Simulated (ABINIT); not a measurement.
Crystal: MoPd.

```xyz
2
Lattice="2.7939 0.0000 0.0000 -1.3969 2.4196 0.0000 0.0000 0.0000 4.5664" Properties=species:S:1:pos:R:3 pbc="T T T"
Pd    0.0000    1.6131    0.0000
Mo    1.3969    0.8065    2.2832
```

The cell comes from a database or a generator and needn't be the stable form of this composition.

```yaml
Program: ABINIT 10.8.3 (patched build)
Task: relaxation of cell and atoms
Functional: r2SCAN
Potentials_or_basis: JTH PAW PBE v2.0
Cutoff: 707 eV
k_mesh: 11 × 11 × 6
Occupations: fermi-dirac, width 0.05 eV
Spin: no spin polarisation
```

At the start: pressure -4.7 GPa; volume 15.43 Å³/atom.

Task: How do energy, volume and symmetry change on relaxing?

Result: Over 6 steps the energy falls by 5.4 meV/atom and the volume is 15.12 Å³/atom (-2.0 %); space group P-6m2 (No. 187, to 0.05 Å).

Step by step:
| step | energy change (eV) | largest force (eV/Å) | pressure (GPa) | volume (Å³) |
| --- | --- | --- | --- | --- |
| 1 | 0.0000 | 0.0000 | -4.66 | 30.87 |
| 2 | -0.0095 | 0.0000 | -1.45 | 30.43 |
| 3 | -0.0107 | 0.0000 | 0.07 | 30.23 |
| 4 | -0.0108 | 0.0000 | 0.04 | 30.24 |
| 5 | -0.0108 | 0.0000 | 0.03 | 30.24 |
| 6 | -0.0108 | 0.0000 | -0.01 | 30.25 |

Final structure:
```cif
data_structure
_symmetry_space_group_name_H-M 'P 1'
_symmetry_Int_Tables_number 1
_cell_length_a 2.7709
_cell_length_b 2.7709
_cell_length_c 4.5488
_cell_angle_alpha 90.000
_cell_angle_beta 90.000
_cell_angle_gamma 120.000
_cell_volume 30.25
loop_
_atom_site_label
_atom_site_type_symbol
_atom_site_fract_x
_atom_site_fract_y
_atom_site_fract_z
_atom_site_occupancy
Pd1 Pd 0.33333 0.66667 0.00000 1
Mo1 Mo 0.66667 0.33333 0.50000 1
```

Caveat: the PAW data sets were made with another functional, which shifts forces and pressure a little.
